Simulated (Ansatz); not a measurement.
# CH4AlBFN: how energies converge with the basis set

The task here is to estimate one member of a computed series from the others.

The runs use Ansatz 0.2.0, Gaussian basis; one geometry, several basis sets.

The runs, in order: PBE0-D4/def2-SVP; ωB97M-V/def2-SVP; PBE0-D4/def2-QZVPP; ωB97M-V/def2-QZVPP; the functionals' def2-TZVPP values are taken from earlier runs.

**Structure used throughout**

The geometry comes from an earlier relaxation with PBE0-D4 in a triple-zeta def2 set; it is a stationary point, not always the lowest conformer.

9 atoms, charge 0, spin multiplicity 1.

Atoms are counted from 1 here; the program's logs count them from 0.

Bond lengths: B1–C2 1.562 Å, B1–N4 1.562 Å, B1–Al5 2.224 Å, B1–H6 1.294 Å, B1–H7 1.189 Å, C2–F3 1.338 Å, C2–N4 1.591 Å, C2–Al5 1.872 Å, N4–Al5 1.844 Å, N4–H8 1.006 Å, Al5–H6 1.949 Å, Al5–H9 1.563 Å. Angles: C2–B1–N4 61.3°, C2–B1–Al5 56.0°, C2–B1–H6 108.0°, C2–B1–H7 132.5°, N4–B1–Al5 55.0°, N4–B1–H6 105.4°, N4–B1–H7 124.3°, Al5–B1–H6 60.7°, Al5–B1–H7 171.1°, H6–B1–H7 113.6°, B1–C2–F3 128.1°, B1–C2–N4 59.4°, B1–C2–Al5 80.2°, F3–C2–N4 117.1°, F3–C2–Al5 149.5°, N4–C2–Al5 63.7°, B1–N4–C2 59.4°, B1–N4–Al5 81.1° and more.

The first run:

File in.yaml:

```yaml
crystal:
  periodic: [false, false, false]
  atoms:
    - {symbol: B, position_ang: [-0.075045, 0.473086, 0.863666]}
    - {symbol: C, position_ang: [0.775083, -0.658706, 0.204319]}
    - {symbol: F, position_ang: [1.156215, -1.823902, 0.739859]}
    - {symbol: N, position_ang: [-0.767865, -0.493787, -0.148762]}
    - {symbol: Al, position_ang: [0.376230, 0.365402, -1.311338]}
    - {symbol: H, position_ang: [0.136698, 1.566361, 0.205336]}
    - {symbol: H, position_ang: [-0.445602, 0.652647, 1.979406]}
    - {symbol: H, position_ang: [-1.400247, -1.218296, 0.146082]}
    - {symbol: H, position_ang: [0.333030, 1.090996, -2.695568]}
basis:
  gaussian: {orbitals: def2-SVP}
hamiltonian: {xc: pbe0, dispersion: d4}
output: {orbitals: {seedname: orbitals}}
```

The run is started by

```console
$ ansatz run in.yaml --threads 2 --pin off --events-out ev --progress --plain --max-ram 4352MiB
```

Steps of the session up to this table: PBE0-D4 in def2-SVP; ωB97M-V in def2-SVP; PBE0-D4 in def2-QZVPP; ωB97M-V in def2-QZVPP.

One of the session's tables, all rows but one given; the rest of the session is left out.

It belongs to the step «Density functionals: the series». 

```
functional       basis  HOMO (eV)
   PBE0-D4    def2-SVP      -6.27
   PBE0-D4  def2-TZVPP      -6.32
   PBE0-D4  def2-QZVPP          ?
   ωB97M-V    def2-SVP      -8.48
   ωB97M-V  def2-TZVPP      -8.56
   ωB97M-V  def2-QZVPP      -8.58
```

**Question.** Estimate the row for PBE0-D4, def2-QZVPP.

**Answer.** HOMO (eV): -6.34. In the column «HOMO (eV)» it lies between ωB97M-V, def2-SVP (-8.48) and PBE0-D4, def2-TZVPP (-6.32).
